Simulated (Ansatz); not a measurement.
# Zn2Pb3: the cost of one run

Method: DFT PBE, scalar-relativistic, plane waves, PAW, unless a step names another level, in Ansatz 0.2.0.

10 further runs of the same task are left out: 1 that didn't finish, 9 set aside as unsound or not needed.

**1. Plan**

Pauling electronegativities: Zn 1.65, Pb 2.33 (spread 0.68). It is an alloy, so charge balance gives no guide. Tabulated atomic sizes suggest about 23 Å³/atom. 23 candidates were drawn, by swapping species into database cells of other compounds, at random by space group and Wyckoff sites, or by hand, as the table says:

```csv
name,made from,space group no.,Wyckoff sites,atoms (primitive cell),V (Å³/atom)
c01,database cell of Cd3P2,224,Zn 4b; Pb 6d,10,24.3
c02,random,191,Zn 2d; Pb 3f,5,23.9
c03,random,225,"Zn 8c, 4b, 4a; Pb 24e",10,28.5
c04,random,191,"Zn 2e; Pb 2c, 1b",5,28.9
c05,database cell of Tl2F3,221,"Zn 1b, 1a; Pb 3d",5,24.5
c06,random,99,"Zn 2c; Pb 1b, 1b, 1a",5,29.0
c07,random,191,"Zn 2d, 2e; Pb 3f, 3g",10,23.8
c08,random,123,"Zn 2e; Pb 1d, 1a, 1b",5,28.2
c09,database cell of Br2Cl3,166,Zn 6c; Pb 9d,5,32.6
c10,random,164,"Zn 2c; Pb 1b, 2d",5,29.1
c11,random,191,"Zn 2e; Pb 1a, 2c",5,24.3
c12,random,191,"Zn 1b, 1a; Pb 3g",5,26.0
c13,random,191,"Zn 2c; Pb 1a, 2d",5,29.0
c14,random,65,"Zn 4l; Pb 4j, 2a",5,23.5
c15,database cell of Sc2O3,167,Zn 12c; Pb 18e,10,22.5
c16,random,221,"Zn 1b, 1a; Pb 3c",5,24.1
c17,random,191,"Zn 2e; Pb 2d, 1b",5,25.7
c18,random,123,"Zn 1a, 1b; Pb 2g, 1d",5,27.6
c19,random,123,"Zn 1a, 1d; Pb 2f, 1c",5,29.8
c20,random,229,"Zn 2a, 6b; Pb 12d",10,27.6
c21,database cell of Ga3Pt2,164,"Zn 2d; Pb 1a, 2d",5,22.8
c22,database cell of Er2Se3,115,"Zn 2g; Pb 2g, 1b",5,22.5
c23,random,47,"Zn 1c, 1e; Pb 1a, 1g, 1f",5,23.4
```

**2. Screening run of c19**

File input.yaml:

```yaml
crystal:
  lattice:
    - [5.68076059, 0.0, 0.0]
    - [0.0, 5.68076059, 0.0]
    - [0.0, 0.0, 4.61192412]
  atoms:
    - { symbol: Zn, position: [0.0, 0.0, 0.0] }
    - { symbol: Zn, position: [0.5, 0.5, 0.5] }
    - { symbol: Pb, position: [0.0, 0.5, 0.0] }
    - { symbol: Pb, position: [0.5, 0.0, 0.0] }
    - { symbol: Pb, position: [0.5, 0.5, 0.0] }
basis:
  ecutwfc: 420
kpoints:
  mp_grid: { grid: [3, 3, 4] }
hamiltonian:
  xc: pbe
scf:
  occupations: { method: gaussian, width: 0.2 }
  lower_state_search: "off"
output:
  forces: true
  stress: true
  eigenvalues: true
relax:
  adjacent_minimum: "off"
  f_tol: 0.08
  max_steps: 16
  cell: { stress_tol: 0.8 }
```

Command:

```console
> ansatz run input.yaml --threads 1 --pin off --max-ram 2560MiB --backend cpu --events-out ev --progress --plain --runs-dir out
```

**Question.** How long does this run take on 1 thread of Intel Xeon Platinum 8375C at 2.90GHz (Ice Lake), shared host, and how much memory does it need?

About 22 s, with a peak of 0.52 GiB.
